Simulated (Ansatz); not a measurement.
# Ta4NiO11 (P1) in Ansatz: single point with PBE

Aim: the single point of Ta4NiO11 with PBE.

Program: Ansatz 0.2.0. These are calculated values, not measurements. Logs are shortened: lines on timing, memory, paths and dates and some standing lists are left out, and cuts for length are marked.

## (1) The crystal as given

The typed cell holds 16 atoms: a = 5.293 Å, b = 5.336 Å, c = 7.911 Å, α = 90.30°, β = 93.72°, γ = 90.45°.

The cell was built by a generator and needn't be a form met in nature.

## (2) Single point, PBE, collinear spin, ferromagnetic start

input.yaml

```yaml
crystal:
  lattice:
    - [5.29285, -0.00032, -0.02518]
    - [-0.0419, 5.33569, 0.0234]
    - [-0.4762, -0.07999, 7.89609]
  atoms:
    - { symbol: Ta, position: [0.52261, 0.46364, 0.51843] }
    - { symbol: Ta, position: [0.55532, 0.53163, 0.98083] }
    - { symbol: Ta, position: [0.02338, 0.98832, 0.50961] }
    - { symbol: Ta, position: [0.04916, 0.02484, 0.01689] }
    - { symbol: Ni, position: [0.06538, 0.57998, 0.26898], spin: 1.0 }
    - { symbol: O, position: [0.96711, 0.93834, 0.23892] }
    - { symbol: O, position: [0.21005, 0.28324, 0.4299] }
    - { symbol: O, position: [0.27287, 0.71995, 0.06145] }
    - { symbol: O, position: [0.33888, 0.2382, 0.03682] }
    - { symbol: O, position: [0.30665, 0.75341, 0.45874] }
    - { symbol: O, position: [0.50103, 0.44858, 0.74991] }
    - { symbol: O, position: [0.70564, 0.16332, 0.48732] }
    - { symbol: O, position: [0.73302, 0.83358, 0.9406] }
    - { symbol: O, position: [0.85284, 0.36497, 0.07896] }
    - { symbol: O, position: [0.81889, 0.65561, 0.47584] }
    - { symbol: O, position: [0.07718, 0.01239, 0.7468] }
hamiltonian:
  xc: pbe
  pseudopotentials: { kind: paw, level: accurate }
magnetization:
  spin_polarized: true
kpoints:
  mp_grid: { grid: [5, 5, 4] }
scf:
  occupations: { method: fermi_dirac, width: 0.05 }
output:
  forces: true
  stress: true
  eigenvalues: true
```

Potentials or basis: Ansatz PAW earlier set.

On the command line:

```
$ ansatz run input.yaml --threads 8 --pin off --max-ram 20480MiB --backend cpu --events-out ev --progress --plain --runs-dir out
```

The program printed:

```text
Warning: RAYON_NUM_THREADS=8 ignored (pool sized by the plan → 8); use --threads N
Engine: ansatz 0.2.0, aarch64-unknown-linux-gnu
Pseudopotentials: kind: paw, level: accurate
Pseudopotential: Ta, paw, valence charge 27, recommended cutoff 640 eV (high), Ta.paw.azcp
Pseudopotential: Ni, paw, valence charge 18, recommended cutoff 1080 eV (high), Ni.paw.azcp
[... 92 lines left out ...]
        0.007080       0.114145       0.013915
       -0.014978       0.013914       0.111872
  P = ⅓ Tr σ = 0.1107 GPa (1.107 kbar)
--- Band table (eV; the first three rows and the last of 102) ---
  k-point 0 ↑: bands = ["-95.0313", "-59.4591", "-59.3644", "-59.3547", "-59.2657", "-55.5203", "-55.4736", "-55.2283", "-26.3217", "-26.1346", "-26.0453", "-26.0391", "-25.9889", "-25.9354", "-25.8982", "-25.8572", "-25.8283", "-25.8041", "-25.7812", "-25.7662", "-11.3924", "-11.2448", "-11.2429", "-11.2378", "-11.2177", "-11.2103", "-11.2083", "-11.1913", "-11.1887", "-11.1685", "-11.1582", "-11.1564", "-11.1513", "-11.1447", "-11.1337", "-11.1237", "-11.1073", "-11.1014", "-11.0968", "-11.0800", "-11.0737", "-11.0664", "-11.0611", "-11.0577", "-11.0411", "-11.0372", "-11.0221", "-11.0168", "-9.7344", "-9.3907", "-9.2407", "-8.8970", "-8.6566", "-8.5304", "-8.1855", "-8.0871", "-7.7889", "-7.5745", "-7.2286", "2.6764", "2.7691", "2.8450", "2.9630", "3.0175", "3.2413", "3.3534", "3.5548", "3.6990", "3.9013", "4.1130", "4.3540", "4.5641", "4.6832", "4.8625", "5.1171", "5.4092", "5.6149", "5.6701", "5.8673", "6.1018", "6.3502", "6.6318", "6.7274", "6.8164", "6.8849", "7.0535", "7.1982", "7.2693", "7.3559", "7.5392", "7.6052", "7.6487", "7.9210", "8.0751", "8.1114", "8.5027", "8.6821", "11.2504", "11.3784", "11.7454", "11.9536", "12.0483", "12.4775", "12.8680", "13.2590", "13.5838", "13.7358", "13.8562", "14.0285", "14.2568", "14.4501", "15.2167", "15.5994", "15.8764", "16.0606", "16.7165"]
  k-point 1 ↑: bands = ["-95.0313", "-59.4591", "-59.3644", "-59.3547", "-59.2657", "-55.5203", "-55.4736", "-55.2283", "-26.3205", "-26.1358", "-26.0453", "-26.0391", "-25.9887", "-25.9348", "-25.8941", "-25.8543", "-25.8286", "-25.8051", "-25.7816", "-25.7725", "-11.3914", "-11.2448", "-11.2428", "-11.2379", "-11.2183", "-11.2104", "-11.2082", "-11.1914", "-11.1887", "-11.1685", "-11.1581", "-11.1565", "-11.1513", "-11.1447", "-11.1337", "-11.1236", "-11.1072", "-11.1008", "-11.0968", "-11.0817", "-11.0737", "-11.0676", "-11.0609", "-11.0577", "-11.0413", "-11.0373", "-11.0221", "-11.0168", "-9.7052", "-9.4382", "-9.2056", "-8.8967", "-8.6476", "-8.4512", "-8.1844", "-8.0864", "-7.7943", "-7.7029", "-7.2287", "2.6727", "2.7615", "2.8575", "2.9973", "3.0443", "3.3061", "3.3978", "3.5834", "3.6942", "4.0344", "4.1724", "4.4433", "4.5403", "4.7413", "4.8344", "4.9731", "5.2997", "5.4062", "5.6837", "5.8276", "6.0550", "6.3366", "6.5324", "6.6896", "6.7469", "6.9662", "7.0497", "7.1824", "7.3177", "7.4334", "7.5413", "7.6103", "7.6618", "7.9086", "8.0701", "8.1236", "8.4928", "8.6853", "11.2460", "11.3750", "11.7946", "12.1012", "12.2579", "12.4917", "12.8864", "13.2700", "13.5369", "13.6480", "13.8161", "14.0655", "14.2941", "14.4284", "14.6821", "15.3579", "16.0262", "16.3135", "16.6096"]
  k-point 2 ↑: bands = ["-95.0313", "-59.4591", "-59.3644", "-59.3547", "-59.2657", "-55.5203", "-55.4736", "-55.2283", "-26.3194", "-26.1370", "-26.0453", "-26.0390", "-25.9886", "-25.9344", "-25.8899", "-25.8496", "-25.8295", "-25.8070", "-25.7833", "-25.7780", "-11.3903", "-11.2448", "-11.2426", "-11.2379", "-11.2190", "-11.2105", "-11.2082", "-11.1914", "-11.1887", "-11.1685", "-11.1579", "-11.1567", "-11.1513", "-11.1447", "-11.1337", "-11.1236", "-11.1070", "-11.0999", "-11.0968", "-11.0839", "-11.0737", "-11.0686", "-11.0607", "-11.0577", "-11.0416", "-11.0374", "-11.0221", "-11.0169", "-9.6681", "-9.4855", "-9.1796", "-8.8965", "-8.6430", "-8.3185", "-8.1780", "-8.0828", "-7.9076", "-7.7791", "-7.2287", "2.6238", "2.7863", "2.8626", "2.9931", "3.0844", "3.3016", "3.5126", "3.6773", "3.8038", "4.1128", "4.1602", "4.5762", "4.6099", "4.6774", "4.8131", "4.9382", "5.1826", "5.2579", "5.5660", "5.7636", "6.0408", "6.1409", "6.4203", "6.7068", "6.7462", "6.8980", "7.1022", "7.2670", "7.3633", "7.4982", "7.5175", "7.6406", "7.6958", "7.8928", "8.0709", "8.1284", "8.4830", "8.6891", "11.2400", "11.3767", "11.8334", "12.1714", "12.5131", "12.8197", "13.1029", "13.1232", "13.3830", "13.4726", "13.6607", "13.9862", "14.2411", "14.3232", "14.5332", "14.9970", "16.2986", "16.4694", "16.7746"]
  k-point 50 ↓: bands = ["-93.0508", "-59.4562", "-59.3609", "-59.3517", "-59.2650", "-53.4984", "-53.4928", "-53.4391", "-26.3184", "-26.1341", "-26.0320", "-26.0183", "-25.9593", "-25.9187", "-25.8983", "-25.8633", "-25.8475", "-25.8074", "-25.7896", "-25.7729", "-11.3846", "-11.2440", "-11.2422", "-11.2345", "-11.2208", "-11.2113", "-11.1960", "-11.1901", "-11.1857", "-11.1662", "-11.1572", "-11.1556", "-11.1487", "-11.1454", "-11.1356", "-11.1254", "-11.1030", "-11.1003", "-11.0958", "-11.0834", "-11.0783", "-11.0676", "-11.0615", "-11.0581", "-11.0402", "-11.0370", "-11.0229", "-11.0175", "-9.4367", "-9.1524", "-8.8137", "-8.7238", "-8.6208", "-8.4363", "-8.3003", "-8.1845", "-8.1380", "-7.6617", "-7.4251", "2.6968", "2.8709", "3.1320", "3.2516", "3.3171", "3.4138", "3.7600", "3.8819", "3.9909", "4.2926", "4.4019", "4.5658", "4.7361", "4.9103", "5.1350", "5.2608", "5.4604", "5.5928", "5.7851", "5.8889", "6.0779", "6.2916", "6.4472", "6.5910", "6.6907", "6.8439", "6.9835", "7.1058", "7.2833", "7.3580", "7.4614", "7.5606", "7.7382", "8.4998", "8.5980", "8.6722", "10.1646", "10.5324", "11.6767", "11.8359", "12.1438", "12.3478", "12.4028", "12.7215", "12.9234", "13.0702", "13.3988", "13.5979", "13.7818", "13.8743", "14.2845", "14.8586", "15.1118", "15.8807", "16.3080", "16.4688", "16.9712"]
```

It took 4.9 min on 8 threads of Arm Neoverse V2, shared host; peak memory 9.2 GiB.

What came out:

```
Free energy            : -79219.6843 eV
Pressure               : 0.1 GPa
Largest force          : 0.015 eV/Å
Band gap on the k mesh : 1.35 eV, indirect (least direct gap 1.43 eV)
Net moment             : 2.00 μB per cell
Absolute moment        : 2.08 μB per cell
Site moments           : Ta +0.00; Ni +1.51; O +0.09, +0.04, +0.06, +0.00, +0.07, +0.05 μB
```

Forces on the atoms (eV/Å):
```
Ta  -0.004  0.007 -0.002
Ta   0.004 -0.008  0.003
Ta   0.001  0.002  0.006
Ta   0.005 -0.002 -0.011
Ni   0.001 -0.004  0.000
O   -0.005 -0.004  0.005
O    0.001  0.001 -0.002
O    0.001  0.001  0.005
O    0.006  0.007  0.002
O    0.006 -0.006  0.002
O    0.006 -0.002 -0.001
O   -0.003 -0.001 -0.002
O   -0.009  0.001 -0.005
O   -0.009  0.012  0.000
O   -0.005 -0.004  0.001
O    0.005 -0.001  0.001
```

Levels at points of the mesh, in eV from the valence-band top:
Spin up:
```
            k point  band 94  band 95  band 96  band 97  band 98  band 99  band 100  band 101
 (0.00, 0.00, 0.00)    -0.70    -0.67    -0.27    -0.10     2.47     2.60      2.97      3.18
(0.00, 0.00, -0.50)    -0.71    -0.65    -0.29    -0.09     2.46     2.60      3.06      3.39
```
Spin down:
| k point | band 93 | band 94 | band 95 | band 96 | band 97 | band 98 |
| --- | --- | --- | --- | --- | --- | --- |
| (0.00, 0.00, 0.00) | -0.25 | -0.10 | -0.03 | 1.61 | 1.73 | 2.50 |
| (0.00, 0.00, -0.50) | -0.24 | -0.09 | -0.04 | 1.63 | 1.74 | 2.49 |

Caveat: odd divisions of the mesh miss points on the zone boundary, where band edges often lie, so the gap on the mesh can be too wide; spin-orbit coupling is left out, which moves the levels of the heavy elements; a cell with one magnetic atom can't hold antiferromagnetic order, which such compounds often take.
